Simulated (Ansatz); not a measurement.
# Sr2Br: the cost of one run

Program: Ansatz 0.2.0. Level of theory: DFT PBE, scalar-relativistic, plane waves, PAW. These are calculated values, not measurements.

2 further runs of the same task are left out: 1 that didn't finish, 1 set aside as unsound or not needed.

## Step 1: Starting point

Symmetry: P6/mmm, No. 191, hexagonal system. The conventional cell has a = 5.717 Å, b = 5.717 Å, c = 4.078 Å, α = 90.00°, β = 90.00°, γ = 120.00°. Around Sr (site symmetry -6m2) lie 3 Br at 3.30 Å and 3 Sr at 3.30 Å. Around Br (site symmetry 6/mmm) lie 6 Sr at 3.30 Å.

Coordinates:

```xyz
3
Lattice="5.7174 0.0000 0.0000 -2.8587 4.9514 0.0000 0.0000 0.0000 4.0780" Properties=species:S:1:pos:R:3 pbc="T T T"
Sr    0.0000    3.3009    0.0000
Sr    2.8587    1.6505    0.0000
Br    0.0000    0.0000    0.0000
```

The cell is invented: random cell by space group and Wyckoff sites (P6/mmm, No. 191). Its size is a rough estimate.

## Step 2: Probe: one point on a coarse mesh

File input.yaml:

```yaml
crystal:
  lattice:
    - [5.71736467, 0.0, 0.0]
    - [-2.85868233, 4.95138305, 0.0]
    - [0.0, 0.0, 4.07801835]
  atoms:
    - { symbol: Sr, position: [0.33333333, 0.66666667, 0.0] }
    - { symbol: Sr, position: [0.66666667, 0.33333333, 0.0] }
    - { symbol: Br, position: [0.0, 0.0, 0.0] }
basis:
  ecutwfc: 420
kpoints:
  mp_grid: { grid: [6, 6, 4] }
hamiltonian:
  xc: pbe
scf:
  occupations: { method: gaussian, width: 0.1 }
  lower_state_search: "off"
output:
  forces: true
  stress: true
  eigenvalues: true
```

The run is started by

```console
ansatz run input.yaml --threads 1 --pin off --max-ram 2048MiB --backend cpu --events-out ev --progress --plain --runs-dir out
```

Q: Estimate wall time and peak memory on 1 thread of Arm Neoverse V1, shared host.

About 3.1 s, with a peak of 0.34 GiB.
